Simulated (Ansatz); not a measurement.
# AlClH6O2: the cost of one run

Method: RKS r2SCANh/def2-SVP, in Ansatz 0.2.0.

## Step 1: The structure to begin with

Bond lengths: Al1–Cl2 2.601 Å, Al1–H3 1.534 Å, Al1–H4 1.533 Å, Al1–O6 2.177 Å, O6–H9 0.953 Å, O8–H10 0.960 Å. Angles: Cl2–Al1–H3 109.7°, Cl2–Al1–H4 108.8°, Cl2–Al1–O6 90.6°, H3–Al1–H4 123.0°, H3–Al1–O6 113.1°, H4–Al1–O6 106.7°, Al1–O6–H9 130.9°.

Structure file:

```xyz
10

Al   -1.2402    0.0862   -1.1876
Cl    1.2978    0.2657   -1.7278
H    -1.8641   -1.0527   -2.0047
H    -1.8350    1.4978   -1.1336
H     0.4331   -0.2447    1.1468
O    -0.7880   -0.4814    0.8647
H     1.7457    0.0921   -0.0425
O     1.6695    0.0575    1.2237
H    -1.1052   -1.2069    1.3953
H     1.6865    0.9865    1.4655
```

## Step 2: A restrained relaxation towards end A

Springs on the bonds that form and break draw the guess towards this end; the thresholds are loose.

input.yaml

```yaml
crystal:
  periodic: [false, false, false]
  atoms:
    - { symbol: Al, position_ang: [-1.2402, 0.0862, -1.1876] }
    - { symbol: Cl, position_ang: [1.2978, 0.2657, -1.7278] }
    - { symbol: H, position_ang: [-1.8641, -1.0527, -2.0047] }
    - { symbol: H, position_ang: [-1.835, 1.4978, -1.1336] }
    - { symbol: H, position_ang: [0.4331, -0.2447, 1.1468] }
    - { symbol: O, position_ang: [-0.788, -0.4814, 0.8647] }
    - { symbol: H, position_ang: [1.7457, 0.0921, -0.0425] }
    - { symbol: O, position_ang: [1.6695, 0.0575, 1.2237] }
    - { symbol: H, position_ang: [-1.1052, -1.2069, 1.3953] }
    - { symbol: H, position_ang: [1.6865, 0.9865, 1.4655] }
basis:
  gaussian: { orbitals: def2-SVP }
hamiltonian:
  xc: r2scanh
relax:
  f_tol: 0.15
  max_steps: 25
  restrain:
    - { distance: [0, 5], at: 3.17, k: 30.0 }
    - { distance: [4, 7], at: 2.27, k: 30.0 }
    - { distance: [6, 1], at: 2.63, k: 30.0 }
    - { distance: [0, 1], at: 2.23, k: 30.0 }
    - { distance: [4, 5], at: 0.97, k: 30.0 }
    - { distance: [6, 7], at: 0.97, k: 30.0 }
output:
  orbitals: {}
```

Command:

```bash
ansatz run input.yaml --threads 2 --pin off --max-ram 3072MiB --backend cpu --events-out ev --progress --plain --runs-dir out
```

What time and memory should one allow on 2 threads of Arm Neoverse V2, shared host?

About 29 s, with a peak of 0.21 GiB.
